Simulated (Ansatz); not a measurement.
# SbPd3: the cost of one run

Method: DFT PBEsol, scalar-relativistic, plane waves, PAW, in Ansatz 0.2.0.

2 further runs of the same task are left out: 2 that didn't finish.

## (1) The starting structure

It takes space group Fm-3m (No. 225, cubic). Conventional cell: a = 6.388 Å, b = 6.388 Å, c = 6.388 Å, α = 90.00°, β = 90.00°, γ = 90.00°. Around Sb (site symmetry m-3m) lie 8 Pd at 2.77 Å. Pd (site symmetry -43m) is surrounded by 4 Sb at 2.77 Å and 4 Pd at 2.77 Å. Around Pd (site symmetry m-3m) lie 8 Pd at 2.77 Å.

Structure file:

```xyz
4
Lattice="0.0000 3.1939 3.1939 3.1939 0.0000 3.1939 3.1939 3.1939 0.0000" Properties=species:S:1:pos:R:3 pbc="T T T"
Sb    3.1939    3.1939    3.1939
Pd    4.7908    4.7908    4.7908
Pd    1.5969    1.5969    1.5969
Pd    0.0000    0.0000    0.0000
```

The structure comes from the Materials Project (structure only).

(A quick probe on a coarse mesh, which set the mesh and smearing, is not shown.)

## (3) The relaxation

File input.yaml:

```yaml
crystal:
  lattice:
    - [0.0, 3.1938781717, 3.1938781717]
    - [3.1938781717, 0.0, 3.1938781717]
    - [3.1938781717, 3.1938781717, 0.0]
  atoms:
    - { symbol: Sb, position: [0.5, 0.5, 0.5] }
    - { symbol: Pd, position: [0.75, 0.75, 0.75] }
    - { symbol: Pd, position: [0.25, 0.25, 0.25] }
    - { symbol: Pd, position: [0.0, 0.0, 0.0] }
basis:
  ecutwfc: 420
kpoints:
  mp_grid: { grid: [12, 12, 12] }
hamiltonian:
  xc: pbesol
scf:
  occupations: { method: gaussian, width: 0.1 }
output:
  forces: true
  stress: true
  eigenvalues: true
  write_density: true
  write_potential: true
  elf: true
  volumetric_format: npy
relax:
  adjacent_minimum: "off"
  f_tol: 0.005
  max_steps: 80
  cell: { stress_tol: 0.05 }
```

Command:

```
> ansatz run input.yaml --threads 1 --pin off --max-ram 2560MiB --backend cpu --events-out ev --progress --plain --runs-dir out
```

What time and memory should one allow on 1 thread of Intel Xeon Platinum 8488C (Sapphire Rapids), shared host?

About 41 s, with a peak of 0.59 GiB.
